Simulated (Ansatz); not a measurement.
# CH4AlBrS: one species, many methods

An exercise on one series of results from a longer session: the logs are not shown, and one member is left open.

Program: Ansatz 0.2.0, Gaussian basis. Level of theory: functionals in def2-TZVPP, the program's frozen cores in correlated methods. These are calculated values, not measurements.

Plan: LDA (SPW92), PBE-D4, revPBE-D4, BLYP-D4, r2SCAN-D4, B97M-V, PBE0-D4, B3LYP-D4, r2SCANh-D4, r2SCAN0-D4, HSE06-D4, BHLYP-D4, CAM-B3LYP-D4, LC-ωPBE, ωB97X-V, ωB97M-V, B2PLYP, PBE-QIDH; CCSD(T)/def2-SVP; CCSD(T)/def2-TZVPP; MP2/def2-QZVPP; extrapolation to the limit; RPA on PBE.

## The geometry

The geometry comes from an earlier relaxation with PBE0-D4 in a triple-zeta def2 set; it is a stationary point, not always the lowest conformer.

SMILES `[CH3][Al]([SH])[Br]`, 8 atoms, charge 0, spin multiplicity 1.

Atoms are counted from 1 here; the program's logs count them from 0.

Bond lengths: C1–Al2 1.936 Å, C1–H5 1.094 Å, C1–H6 1.094 Å, C1–H7 1.092 Å, Al2–S3 2.176 Å, Al2–Br4 2.257 Å, S3–H8 1.345 Å. Angles: Al2–C1–H5 110.2°, Al2–C1–H6 110.2°, Al2–C1–H7 112.5°, H5–C1–H6 107.0°, H5–C1–H7 108.3°, H6–C1–H7 108.3°, C1–Al2–S3 124.9°, C1–Al2–Br4 120.7°, S3–Al2–Br4 114.4°, Al2–S3–H8 92.8°.

As a file:

```xyz
8
charge 0, multiplicity 1
C    -0.05531    1.16152   -0.17382
Al   -0.40085   -0.74188   -0.09632
S     0.98794   -2.23021    0.67321
Br   -2.36034   -1.58743   -0.83224
H    -0.12490    1.51697   -1.20582
H    -0.80741    1.70653    0.40368
H     0.93135    1.42350    0.21374
H     1.92171   -1.30619    0.96187
```

The first run:

in.yaml

```yaml
crystal:
  periodic: [false, false, false]
  atoms:
    - {symbol: C, position_ang: [-0.055308, 1.161515, -0.173821]}
    - {symbol: Al, position_ang: [-0.400847, -0.741879, -0.096319]}
    - {symbol: S, position_ang: [0.987937, -2.230208, 0.673206]}
    - {symbol: Br, position_ang: [-2.360339, -1.587435, -0.832242]}
    - {symbol: H, position_ang: [-0.124898, 1.516966, -1.205817]}
    - {symbol: H, position_ang: [-0.807406, 1.706529, 0.403682]}
    - {symbol: H, position_ang: [0.931352, 1.423503, 0.213744]}
    - {symbol: H, position_ang: [1.921709, -1.306191, 0.961867]}
basis:
  gaussian: {orbitals: def2-TZVPP}
hamiltonian: {xc: lda}
output: {orbitals: {seedname: orbitals}}
```

Steps of the session up to this table: LDA; PBE-D4 (GGA); revPBE-D4 (GGA); BLYP-D4 (GGA); r2SCAN-D4 (meta-GGA); B97M-V (meta-GGA); PBE0-D4 (hybrid); B3LYP-D4 (hybrid); r2SCANh-D4 (hybrid); r2SCAN0-D4 (hybrid); HSE06-D4 (hybrid); BHLYP-D4 (hybrid); CAM-B3LYP-D4 (range-separated); LC-ωPBE-D4 (range-separated; the results give it without D4); ωB97X-V (range-separated); ωB97M-V (range-separated); B2PLYP (double hybrid); PBE-QIDH (double hybrid).

One table of the session follows, with a row left open; its other results are not shown here.

It belongs to the step «Orbital energies across the functionals». 

| functional | HOMO (eV) | gap (eV) |
| --- | --- | --- |
| LDA (SPW92) | -6.78 | 4.95 |
| PBE-D4 | -6.65 | 5.06 |
| revPBE-D4 | -6.59 | 5.13 |
| BLYP-D4 | -6.46 | 5.03 |
| r2SCAN-D4 | -6.95 | 5.68 |
| B97M-V | -6.98 | 5.65 |
| PBE0-D4 | -7.86 | 7.03 |
| B3LYP-D4 | -7.59 | 6.58 |
| r2SCANh-D4 | -7.39 | 6.37 |
| r2SCAN0-D4 | -8.06 | 7.40 |
| HSE06-D4 | -7.46 | 6.26 |
| BHLYP-D4 | -8.90 | 8.89 |
| CAM-B3LYP-D4 | -9.16 | 9.30 |
| LC-ωPBE | ? | ? |
| ωB97X-V | -10.21 | 11.30 |
| ωB97M-V | -10.04 | 10.88 |

Estimate the missing values for LC-ωPBE.

As computed: HOMO (eV): -10.59; gap (eV): 11.78. In the column «HOMO (eV)» it is the lowest.
